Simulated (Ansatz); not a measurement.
# CH3BrOSi: the cost of one run

Program: Ansatz 0.2.0, Gaussian basis. Level of theory: the settings change from run to run. These are calculated values, not measurements.

## (1) The relaxed structure

An earlier PBE0-D4/def2-TZVP relaxation fixed the geometry.

SMILES `O=C[SiH2]Br`, 7 atoms, charge 0, spin multiplicity 1.

Atoms are counted from 1 here; the program's logs count them from 0.

Bond lengths: O1–C2 1.203 Å, C2–Si3 1.926 Å, C2–H5 1.114 Å, Si3–Br4 2.218 Å, Si3–H6 1.480 Å, Si3–H7 1.480 Å. Angles: O1–C2–Si3 118.8°, O1–C2–H5 120.7°, Si3–C2–H5 120.6°, C2–Si3–Br4 109.2°, C2–Si3–H6 108.8°, C2–Si3–H7 108.8°, Br4–Si3–H6 109.4°, Br4–Si3–H7 109.4°, H6–Si3–H7 111.2°.

## (2) rPW86-PBE/x2c-TZVPPall

Options: unrestricted orbitals, density fitting with cc-pVTZ-jkfit, the search for lower states set to off.

File in.yaml:

```yaml
crystal:
  periodic: [false, false, false]
  atoms:
    - {symbol: O, position_ang: [-0.727801, 0.568760, -1.881893]}
    - {symbol: C, position_ang: [-0.503769, -0.261371, -1.040386]}
    - {symbol: Si, position_ang: [0.336285, 0.288523, 0.603590]}
    - {symbol: Br, position_ang: [0.631041, -1.486018, 1.900398]}
    - {symbol: H, position_ang: [-0.777378, -1.328390, -1.207391]}
    - {symbol: H, position_ang: [-0.547509, 1.257329, 1.290545]}
    - {symbol: H, position_ang: [1.650331, 0.893066, 0.289436]}
basis:
  gaussian: {orbitals: x2c-TZVPPall, fitting: {mean_field: cc-pVTZ-jkfit}}
magnetization: {spin_polarized: true, initial_magnetization: 0}
hamiltonian: {xc: {name: rPW86-PBE}}
scf: {lower_state_search: off}
```

Started as:

```bash
> ansatz run in.yaml --threads 2 --pin off --events-out ev --progress --plain --max-ram 4352MiB
```

What time and memory should one allow on 2 threads of Arm Neoverse V2, shared host?

About 4 s, with a peak of 0.38 GiB.
